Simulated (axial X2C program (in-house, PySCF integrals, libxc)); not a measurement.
# CrB⁺: bond curves with and without spin–orbit coupling

What are the state, bond length, wavenumber and bond energy of CrB⁺, and what does spin–orbit coupling change?

Computed with an in-house X2C program for linear molecules on PySCF integrals. Level: all-electron X2C, Cr dyall-cv3z, B dyall-v3z.

All values are calculated.

### Step 1. Set-up

File task.json:

```json
{
 "zs": [
  24,
  5
 ],
 "q": 1,
 "bas": [
  "dyall-cv3z",
  "dyall-v3z"
 ],
 "levels": [
  "PBE0",
  "HF",
  "B97-3"
 ],
 "cc": true,
 "r0": 2.07,
 "thr": -2.0,
 "nmax": 90,
 "npts": 10,
 "nst": 2,
 "ntry": 6
}
```

Keys: zs atomic numbers; q charge; bas basis sets; levels methods (HF also brings MP2); cc coupled cluster on or off; r0 starting distance in Å; thr threshold in hartree for freezing inner shells (an s shell follows its p shell); nmax most natural virtual spinors; npts points asked for on the curve; nst determinants followed; ntry starts of the search.

On the command line:

```console
$ python so2c.py task.json out
```

Spin-free means the one-electron spin-free X2C Hamiltonian; two-component (2c) means X2C with spin–orbit coupling and atomic mean-field two-electron Coulomb and Gaunt terms. Basis: Cr dyall-cv3z contracted to [9s10p6d3f2g], B dyall-v3z contracted to [7s6p2d1f]; Gaussian nuclei, density fitting. Masses: Cr 51.941 u, B 11.009 u.

Notation: σ, π±, δ± give the projection m of an orbital's angular momentum (0, ±1, ±2), α and β its spin, Λ and M_S the sums; ω is the projection of a spinor's total angular momentum and Ω the sum. Logs are in hartree.

The results follow Hamiltonian by Hamiltonian and level by level.

### Step 2. State search with PBE0

PBE0 moves the distance from 2.070 Å to 2.176 Å and compares determinants there.

Spin-free determinants:

| ΔE (eV) | state | open shells |
| --- | --- | --- |
| 0.00 | M_S = 3, Λ = 0 | beyond closed shells: 2 × σα, π+α, π-α, δ+α, δ-α |
| 0.36 | M_S = 2, Λ = 0 | beyond closed shells: π+α, π-α, δ+α, δ-α |
| 1.04 | M_S = 2, Λ = 1 | beyond closed shells: σα, π+α, π+β, π-α, δ+α, δ-α |
| 1.28 | M_S = 3, Λ = 1 | beyond closed shells: σα, 2 × π+α, π-α, δ+α, δ-α |
| 2.38 | M_S = 2, Λ = 3 | beyond closed shells: 2 × σα, π+α, π+β, π-α, δ+α |
| 2.38 | M_S = 2, Λ = 1 | beyond closed shells: 2 × σα, π+α, π-α, π-β, δ+α |
| 2.77 | M_S = 3, Λ = 2 | beyond closed shells: 2 × σα, 2 × π+α, δ+α, δ-α |

Two-component determinants:

| ΔE (eV) | state | open shells |
| --- | --- | --- |
| 0.00 | Ω = 3 | excess of +ω over −ω: ω = 1/2, ω = 5/2 |
| 0.36 | Ω = 2 | excess of +ω over −ω: ω = -1/2, ω = 5/2 |
| 1.04 | Ω = 1 | excess of +ω over −ω: ω = -3/2, ω = 5/2 |
| 1.28 | Ω = 4 | excess of +ω over −ω: ω = 3/2, ω = 5/2 |
| 2.36 | Ω = 1 | excess of +ω over −ω: ω = -1/2, ω = 3/2 |
| 2.41 | Ω = 5 | excess of +ω over −ω: 2 × ω = 1/2, ω = 3/2, ω = 5/2 |
| 2.69 | Ω = 2 | excess of +ω over −ω: ω = 1/2, ω = 3/2 |

### Step 3. PBE0, spin-free

State followed: M_S = 3, Λ = 0 (beyond closed shells: 2 × σα, π+α, π-α, δ+α, δ-α). The scan is laid around 2.176 Å, a first estimate of the minimum, and this SCF restarts from the orbitals of the search.

The SCF at the reference distance of 2.176 Å:

```text
spin-free X2C-1e  PBE0
basis functions 150  fitting functions 874  grid points 5083
iter        total energy     max residual
   1      -1075.036561758     1.48e-05
   2      -1075.036561752     3.24e-05
   3      -1075.036561759     2.81e-06
   4      -1075.036561760     1.50e-06
converged
one-electron -1529.79438954  Coulomb 478.26027194  exact exchange -12.90973098  xc functional -39.77527995  nuclear repulsion 29.18256678
```

Along the bond, energies from the lowest point:

```csv
R (Å),E (eV),μ (D),HOMO (eV),LUMO (eV),iterations
1.893,0.3781,-0.68,-12.07,-8.82,12
1.980,0.1533,-0.56,-12.06,-8.60,11
2.045,0.0590,-0.44,-12.04,-8.57,10
2.111,0.0117,-0.32,-12.01,-8.55,10
2.176,0.0000,-0.18,-11.98,-8.52,4
2.252,0.0192,-0.02,-11.92,-8.49,11
2.328,0.0629,0.14,-11.86,-8.46,11
2.426,0.1418,0.35,-11.77,-8.42,11
2.546,0.2561,0.59,-11.66,-8.36,11
2.720,0.4308,0.91,-11.50,-8.26,11
```

Dipoles are positive if B is the positive end and refer to the centre of mass.

Outer orbitals at the reference distance:

```tsv
symmetry	occupied	ε (eV)	atomic character
σα	yes	-18.25	66% B s, 13% Cr d, 10% Cr p
σβ	yes	-16.59	67% B s, 12% Cr p, 10% Cr s
σα	yes	-13.61	57% Cr d, 33% B p, 8% B s
π+α	yes	-13.20	88% Cr d, 10% B p
π-α	yes	-13.20	88% Cr d, 10% B p
δ+α	yes	-13.14	100% Cr d
δ-α	yes	-13.14	100% Cr d
σα	yes	-11.98	43% B p, 29% Cr s, 26% Cr d
π-α	no	-8.52	73% B p, 14% Cr d, 13% Cr p
π+α	no	-8.52	73% B p, 14% Cr d, 13% Cr p
π+β	no	-8.29	77% B p, 16% Cr d, 6% Cr p
π-β	no	-8.29	77% B p, 16% Cr d, 6% Cr p
```

PBE0 fields in the half plane through the axis: z from -2.4 to 4.5 Å across, distance from the axis 0.15 to 2.25 Å upwards; Cr lies at z = 0 and B at z = 2.176 Å; the ELF is damped to zero where the density is low.

log10 density (e/bohr³). Ten even steps from ' ' (-5.12 ) to '@' (1.40 ):
```
    ......::::::::::::::::::::::::::......      
    ....::::--------------------::::::::......  
  ....::::----==========----------------::::....
  ..::::----==========================----::::..
....::----==++++++++++++++++++++++======----::..
....::--==++++******++++++++++++++++++====--::::
..::::--==++**##%%##****++**********++++==----::
..::::--==**##%%@@%%##********%%##**++++==----::
```

ELF. Ten even steps from ' ' (0.00 ) to '@' (1.00 ):
```
                ......                          
            ......::::::....                    
            ..::::::--------::..::--==--..      
          ....::::::::==++**++==++##%%%%##--    
          ....::--::::--**%%##**##@@@@@@@@##::  
          ..::==++==::::##@@%%**%%@@@@@@@@@@++  
          ..++##%%##==::##@@**  ..@@@@@@@@@@%%..
          ::##++##++**..**@@  @@++##@@@@@@@@%%::
```

Re = 2.169 Å, ωe = 436 cm⁻¹, ωexe = 4.73 cm⁻¹, Be = 0.3945 cm⁻¹, De = 1.94 eV, μ = -0.20 D.

### Step 4. HF, spin-free

The SCF at the reference distance of 2.176 Å:

```text
spin-free X2C-1e  HF
basis functions 150  fitting functions 874  grid points 5083
iter        total energy     max residual
   1      -1073.990474757     1.19e-01
   2      -1074.013823493     1.31e-02
   3      -1074.017968005     8.07e-03
   4      -1074.019209220     5.48e-03
   5      -1074.020233580     2.36e-03
   6      -1074.020488022     8.21e-04
   7      -1074.020524220     2.63e-04
   8      -1074.020527572     2.28e-04
   9      -1074.020528618     1.63e-04
  10      -1074.020529260     9.26e-05
  11      -1074.020529508     2.95e-05
  12      -1074.020529540     7.07e-06
  13      -1074.020529543     2.52e-06
  14      -1074.020529543     1.05e-06
converged
one-electron -1531.00366385  Coulomb 479.61875367  exact exchange -51.81818615  xc functional 0.00000000  nuclear repulsion 29.18256678
```

No constants are quoted: too few points lie around the minimum for a second fit to confirm the first.

### Step 5. B97-3, spin-free

Output at 2.176 Å:

```text
spin-free X2C-1e  B97-3
basis functions 150  fitting functions 874  grid points 5083
iter        total energy     max residual
   1      -1075.136824041     9.61e-03
   2      -1075.138098454     1.33e-03
   3      -1075.138133750     2.93e-03
   4      -1075.138170890     1.49e-03
   5      -1075.138194136     6.51e-04
   6      -1075.138203137     1.58e-04
   7      -1075.138204787     4.69e-05
   8      -1075.138204908     2.76e-05
   9      -1075.138204921     6.13e-06
  10      -1075.138204922     2.30e-06
converged
one-electron -1529.91040600  Coulomb 478.38797497  exact exchange -13.90857537  xc functional -38.88976530  nuclear repulsion 29.18256678
```

Re = 2.176 Å, ωe = 432 cm⁻¹, ωexe = 4.67 cm⁻¹, Be = 0.3918 cm⁻¹, De = 1.85 eV, μ = -0.35 D.

### Step 6. Correlated methods, spin-free

Correlated methods: 8 electrons correlated (frozen shells, counted by type: Cr 3 s, 2 p; B 1 s), 242 virtual spinors in MP2, 89 natural virtuals in coupled cluster.

Output of the correlated part at 2.176 Å:

```text
correlated 8  virtual 242  natural virtual 89  E(MP2) -0.145163110  MP2 remainder -0.002872128
iter   CCSD correlation   residual
   1     -0.155919563   1.23e-01
   2     -0.163373697   6.25e-02
   3     -0.166084409   3.29e-02
   4     -0.166782404   1.74e-02
   5     -0.167187577   7.98e-03
   6     -0.167281013   3.37e-03
   7     -0.167279354   1.13e-03
   8     -0.167291349   5.11e-04
   9     -0.167289809   2.48e-04
  10     -0.167291278   1.12e-04
  11     -0.167289645   5.07e-05
  12     -0.167289545   2.61e-05
  13     -0.167289560   1.21e-05
(T) -0.006272216  T1 0.0550  D1 0.0939  max T2 0.107
```

T1 in the output is the amplitude norm over the root of the electron number; divide by √2 for the Lee–Taylor value.

MP2: Re = 2.266 Å, ωe = 340 cm⁻¹, Be = 0.3613 cm⁻¹, De = 1.33 eV.

CCSD: No constants are quoted: too few points lie around the minimum for a second fit to confirm the first.

CCSD(T): Re = 2.225 Å, ωe = 361 cm⁻¹, Be = 0.3747 cm⁻¹, De = 1.41 eV. T1 at Re = 0.037 (Lee–Taylor, the printed value over √2).

### Step 7. A higher determinant, spin-free

State: M_S = 2, Λ = 0 (beyond closed shells: π+α, π-α, δ+α, δ-α).

Output at the reference distance:

```text
spin-free X2C-1e  PBE0
basis functions 150  fitting functions 874  grid points 5083
iter        total energy     max residual
   1      -1075.023310083     8.78e-06
   2      -1075.023310081     2.32e-05
   3      -1075.023310085     2.47e-06
   4      -1075.023310086     2.08e-06
converged
one-electron -1530.31150613  Coulomb 478.82020314  exact exchange -12.91731129  xc functional -39.79726258  nuclear repulsion 29.18256678
```

```csv
R (Å),E above the lowest PBE0 point (eV)
1.893,0.626
1.980,0.459
2.045,0.391
2.111,0.362
2.176,0.361
2.252,0.386
2.328,0.430
2.426,0.505
2.546,0.608
```

Re = 2.145 Å, ωe = 414 cm⁻¹, ωexe = 5.15 cm⁻¹, Be = 0.4033 cm⁻¹, μ = -1.04 D. ⟨S²⟩ = 6.91 against 6.00 for a pure state, so this determinant mixes spins. Te = 0.36 eV.

### Step 8. The spin-free curves together

Energy (eV) of the followed determinant, spin-free, from each level's lowest point:

```csv
R (Å),PBE0,HF,MP2,CCSD,CCSD(T),B97-3
1.893,0.378,1.085,0.502,n/a,n/a,0.394
1.980,0.153,0.695,0.252,0.259,0.207,0.164
2.045,0.059,0.482,0.134,0.136,0.097,0.066
2.111,0.012,0.321,0.059,0.060,0.034,0.015
2.176,0.000,0.203,0.018,0.018,0.004,0.000
2.252,0.019,0.107,0.000,0.000,0.000,0.016
2.328,0.063,0.046,0.006,0.006,0.018,0.057
2.426,0.142,0.007,0.039,0.037,0.062,0.133
2.546,0.256,0.000,0.102,n/a,n/a,0.245
2.720,0.431,0.040,0.217,n/a,n/a,0.417
```

### Step 9. PBE0, 2c

State followed: Ω = 3 (excess of +ω over −ω: ω = 1/2, ω = 5/2). The scan is laid around 2.176 Å, a first estimate of the minimum, and this SCF restarts from the orbitals of the search.

The SCF at the reference distance of 2.176 Å:

```text
two-component X2C + atomic mean field  PBE0
basis functions 150  fitting functions 874  grid points 5083
iter        total energy     max residual
   1      -1074.782351383     1.26e-05
   2      -1074.782351377     3.99e-05
   3      -1074.782351388     6.64e-06
   4      -1074.782351389     4.56e-06
converged
one-electron -1529.16711493  Coulomb 478.13683170  exact exchange -12.90674419  xc functional -39.76597313  nuclear repulsion 29.18256678  atomic mean-field constant -0.26191761
```

Along the bond, energies from the lowest point:

```csv
R (Å),E (eV),μ (D),HOMO (eV),LUMO (eV),iterations
1.893,0.3797,-0.68,-12.06,-8.83,12
1.980,0.1544,-0.55,-12.06,-8.61,11
2.045,0.0597,-0.44,-12.04,-8.58,10
2.111,0.0120,-0.32,-12.01,-8.55,10
2.176,0.0000,-0.18,-11.98,-8.53,4
2.252,0.0188,-0.02,-11.92,-8.50,11
2.328,0.0622,0.14,-11.86,-8.46,11
2.426,0.1407,0.35,-11.77,-8.42,11
2.546,0.2545,0.59,-11.66,-8.36,11
2.720,0.4286,0.91,-11.50,-8.26,11
```

Dipoles are positive if B is the positive end and refer to the centre of mass.

Outer spinors at the reference distance:

| ω | occupied | ε (eV) | atomic character | λ mixture |
| --- | --- | --- | --- | --- |
| 1/2 | yes | -18.25 | 66% B s, 13% Cr d, 10% Cr p | 100% σ |
| -1/2 | yes | -16.59 | 67% B s, 12% Cr p, 10% Cr s | 100% σ |
| 1/2 | yes | -13.61 | 57% Cr d, 33% B p, 8% B s | 100% σ |
| -1/2 | yes | -13.22 | 88% Cr d, 10% B p | 100% π |
| 3/2 | yes | -13.19 | 88% Cr d, 10% B p | 100% π |
| -3/2 | yes | -13.18 | 100% Cr d | 100% δ |
| 5/2 | yes | -13.12 | 100% Cr d | 100% δ |
| 1/2 | yes | -11.98 | 43% B p, 29% Cr s, 26% Cr d | 100% σ |
| -1/2 | no | -8.53 | 73% B p, 13% Cr d, 13% Cr p | 100% π |
| 3/2 | no | -8.52 | 73% B p, 14% Cr d, 13% Cr p | 100% π |
| 1/2 | no | -8.29 | 77% B p, 16% Cr d, 6% Cr p | 100% π |
| -3/2 | no | -8.29 | 78% B p, 16% Cr d, 6% Cr p | 100% π |

PBE0 fields in the half plane through the axis: z from -2.4 to 4.5 Å across, distance from the axis 0.15 to 2.25 Å upwards; Cr lies at z = 0 and B at z = 2.176 Å; the ELF is damped to zero where the density is low.

log10 density (e/bohr³). Ten even steps from ' ' (-5.12 ) to '@' (1.40 ):
```
    ......::::::::::::::::::::::::::......      
    ....::::--------------------::::::::......  
  ....::::----==========----------------::::....
  ..::::----==========================----::::..
....::----==++++++++++++++++++++++======----::..
....::--==++++******++++++++++++++++++====--::::
..::::--==++**##%%##****++**********++++==----::
..::::--==**##%%@@%%##********%%##**++++==----::
```

ELF. Ten even steps from '0' (0.00 ) to '9' (1.00 ):
```
000000001110000000000000
000000111222110000000000
000000112233332123431000
000001122224565457887300
000001123223687679999720
000001245422798689999950
000001578742796019999981
000002757561690957999982
```

Re = 2.170 Å, ωe = 436 cm⁻¹, ωexe = 4.73 cm⁻¹, Be = 0.3942 cm⁻¹, De = 1.94 eV, μ = -0.20 D.

### Step 10. HF, 2c

The SCF at the reference distance of 2.176 Å:

```text
two-component X2C + atomic mean field  HF
basis functions 150  fitting functions 874  grid points 5083
iter        total energy     max residual
   1      -1073.736610834     1.19e-01
   2      -1073.759955762     1.31e-02
   3      -1073.764097112     8.10e-03
   4      -1073.765336598     5.47e-03
   5      -1073.766359129     2.35e-03
   6      -1073.766612493     8.47e-04
   7      -1073.766648451     2.59e-04
   8      -1073.766651776     2.24e-04
   9      -1073.766652813     1.60e-04
  10      -1073.766653449     9.10e-05
  11      -1073.766653697     2.87e-05
  12      -1073.766653731     6.52e-06
  13      -1073.766653734     4.79e-06
  14      -1073.766653735     3.72e-06
  15      -1073.766653735     2.53e-06
converged
one-electron -1530.37630246  Coulomb 479.49528005  exact exchange -51.80628050  xc functional 0.00000000  nuclear repulsion 29.18256678  atomic mean-field constant -0.26191761
```

No constants are quoted: too few points lie around the minimum for a second fit to confirm the first.

### Step 11. B97-3, 2c

Output at 2.176 Å:

```text
two-component X2C + atomic mean field  B97-3
basis functions 150  fitting functions 874  grid points 5083
iter        total energy     max residual
   1      -1074.882705109     9.60e-03
   2      -1074.883979167     1.33e-03
   3      -1074.884014917     2.92e-03
   4      -1074.884051817     1.49e-03
   5      -1074.884075052     6.52e-04
   6      -1074.884084065     1.57e-04
   7      -1074.884085725     4.72e-05
   8      -1074.884085848     2.75e-05
   9      -1074.884085862     6.10e-06
  10      -1074.884085863     2.25e-06
converged
one-electron -1529.28320598  Coulomb 478.26461145  exact exchange -13.90535969  xc functional -38.88078082  nuclear repulsion 29.18256678  atomic mean-field constant -0.26191761
```

Re = 2.177 Å, ωe = 431 cm⁻¹, ωexe = 4.67 cm⁻¹, Be = 0.3914 cm⁻¹, De = 1.84 eV, μ = -0.34 D.

### Step 12. MP2 and beyond, 2c

Correlated methods: 8 electrons correlated (frozen shells, counted by type: Cr 3 s, 2 p; B 1 s), 242 virtual spinors in MP2, 90 natural virtuals in coupled cluster.

Output of the correlated part at 2.176 Å:

```text
correlated 8  virtual 242  natural virtual 90  E(MP2) -0.145103425  MP2 remainder -0.002796972
iter   CCSD correlation   residual
   1     -0.155905412   1.23e-01
   2     -0.163357512   6.25e-02
   3     -0.166066656   3.28e-02
   4     -0.166759970   1.74e-02
   5     -0.167163991   7.96e-03
   6     -0.167257994   3.37e-03
   7     -0.167256074   1.13e-03
   8     -0.167268031   5.13e-04
   9     -0.167266860   2.55e-04
  10     -0.167268425   1.22e-04
  11     -0.167266761   5.73e-05
  12     -0.167266337   2.94e-05
  13     -0.167266284   1.41e-05
  14     -0.167266292   7.09e-06
(T) -0.006272130  T1 0.0549  D1 0.0942  max T2 0.107
```

MP2: Re = 2.268 Å, ωe = 339 cm⁻¹, Be = 0.3608 cm⁻¹, De = 1.33 eV.

CCSD: No constants are quoted: too few points lie around the minimum for a second fit to confirm the first.

CCSD(T): Re = 2.229 Å, ωe = 360 cm⁻¹, Be = 0.3734 cm⁻¹, De = 1.41 eV. T1 at Re = 0.037 (Lee–Taylor, the printed value over √2).

### Step 13. A higher determinant, 2c

State: Ω = 2 (excess of +ω over −ω: ω = -1/2, ω = 5/2).

Output at the reference distance:

```text
two-component X2C + atomic mean field  PBE0
basis functions 150  fitting functions 874  grid points 5083
iter        total energy     max residual
   1      -1074.769140751     9.09e-06
   2      -1074.769140750     2.59e-05
   3      -1074.769140755     5.36e-06
   4      -1074.769140756     3.82e-06
converged
one-electron -1529.68360099  Coulomb 478.69605936  exact exchange -12.91431012  xc functional -39.78793817  nuclear repulsion 29.18256678  atomic mean-field constant -0.26191761
```

```csv
R (Å),E above the lowest PBE0 point (eV)
1.893,0.626
1.980,0.458
2.045,0.391
2.111,0.361
2.176,0.359
2.252,0.384
2.328,0.429
2.426,0.502
2.546,0.605
```

Re = 2.146 Å, ωe = 414 cm⁻¹, ωexe = 5.15 cm⁻¹, Be = 0.403 cm⁻¹, μ = -1.04 D. Te = 0.36 eV.

### Step 14. The 2c curves together

Energy (eV) of the followed determinant, 2c, from each level's lowest point:

```csv
R (Å),PBE0,HF,MP2,CCSD,CCSD(T),B97-3
1.893,0.380,1.089,0.505,n/a,n/a,0.396
1.980,0.154,0.698,0.254,0.262,0.210,0.165
2.045,0.060,0.484,0.135,0.139,0.100,0.067
2.111,0.012,0.323,0.060,0.062,0.036,0.015
2.176,0.000,0.204,0.018,0.020,0.006,0.000
2.252,0.019,0.108,0.000,0.000,0.000,0.015
2.328,0.062,0.047,0.006,0.005,0.017,0.056
2.426,0.141,0.007,0.038,0.036,0.061,0.132
2.546,0.255,0.000,0.100,n/a,n/a,0.243
2.720,0.429,0.040,0.215,n/a,n/a,0.415
```

The whole job took 1.7 min on 1 thread of Arm Neoverse V2, shared host.

### Step 15. Results

Lowest determinant that the search found at its distance, spin-free: M_S = 3, Λ = 0 (beyond closed shells: 2 × σα, π+α, π-α, δ+α, δ-α).

Lowest determinant that the search found at its distance, 2c: Ω = 3 (excess of +ω over −ω: ω = 1/2, ω = 5/2).

```
Hamiltonian    level  Re (Å)  ωe (cm⁻¹)  De (eV)  μ (D)
  spin-free     PBE0   2.169        436     1.94  -0.20
  spin-free      MP2   2.266        340     1.33    n/a
  spin-free  CCSD(T)   2.225        361     1.41    n/a
  spin-free    B97-3   2.176        432     1.85  -0.35
         2c     PBE0   2.170        436     1.94  -0.20
         2c      MP2   2.268        339     1.33    n/a
         2c  CCSD(T)   2.229        360     1.41    n/a
         2c    B97-3   2.177        431     1.84  -0.34
```

Dipoles are positive if B is the positive end and refer to the centre of mass. No constants: spin-free HF (too few points lie around the minimum for a second fit to confirm the first); spin-free CCSD (too few points lie around the minimum for a second fit to confirm the first); 2c HF (too few points lie around the minimum for a second fit to confirm the first); 2c CCSD (too few points lie around the minimum for a second fit to confirm the first).

Time per point (s) on 1 thread of Arm Neoverse V2, shared host (2c runs); the times are rough: PBE0 0.39, MP2 0.37, CCSD(T) 2.8, B97-3 0.43.

**Reading.** At CCSD(T), going from spin-free to two-component changes Re by +4 mÅ, ωe by -0.3 %, which is small (part of it comes from the scalar share of the two-electron terms). De moves by 0.00 eV; both De rest on single-determinant atoms, which can miss part of an open shell's spin–orbit lowering.

De refers to Cr+ + B, each in the lowest determinant found, which need not be this curve's own limit. The state is a single determinant with fixed occupations, the lowest that a limited PBE0 search found. Dissociation energies refer to the lowest single-determinant-based atoms at the same level and basis. Density functionals use the spin component along the axis (collinear). Coupled cluster ran in a truncated set of natural virtual spinors; the MP2 energy of the rest was added. With several unpaired electrons one determinant need not be a pure state. T1 at Re is 0.037 (Lee–Taylor), above the customary mark of 0.02.
